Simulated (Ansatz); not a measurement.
Runs of Ansatz 0.2.0 on MgC2. Symmetry: P4_2/mnm, No. 136, tetragonal system. The conventional cell has a = 3.951 Å, b = 3.951 Å, c = 4.987 Å, α = 90.00°, β = 90.00°, γ = 90.00°. Mg (site symmetry mmm) has 2 C at 2.17 Å as nearest neighbours. C (site symmetry m2m) is surrounded by 1 C at 1.26 Å. The cell comes from a database or a generator and needn't be the stable form of this composition.

| level | cell | target pressure (GPa) | gap on the mesh (eV) | pressure (GPa) | relaxed volume (Å³/atom) |
| --- | --- | --- | --- | --- | --- |
| revPBE | relaxed | - | 2.78 | 0.0 | 13.29 |
| LDA | relaxed to 5 GPa | 5 | (a) | 5.0 | - |
| LDA | relaxed to 2 GPa | 2 | 2.25 | 2.0 | - |
| LDA | relaxed | - | 2.34 | 0.0 | 12.17 |
| BLYP | relaxed | - | (b) | 0.0 | 13.34 |

Alike in all rows: task relaxation of cell and atoms; potentials or basis Ansatz PAW; no spin polarisation; k mesh 5 × 5 × 5; cutoff (eV) 420; smearing fermi-dirac 0.05 eV.

Problem. Fill in the values left out.

Solution. (a) 2.12; (b) 3.02.

Caveats: odd divisions of the mesh miss points on the zone boundary, where band edges often lie, so the gap on the mesh can be too wide; the plane-wave basis is chosen anew once the cell has moved, so the energies of steps on either side of that aren't comparable; the PAW data sets come from PBE, with cores solved anew for the run's functional, which leaves a small shift of forces and pressure.

A k mesh can miss the band edges.

Runs at the PBE level aren't shown here.
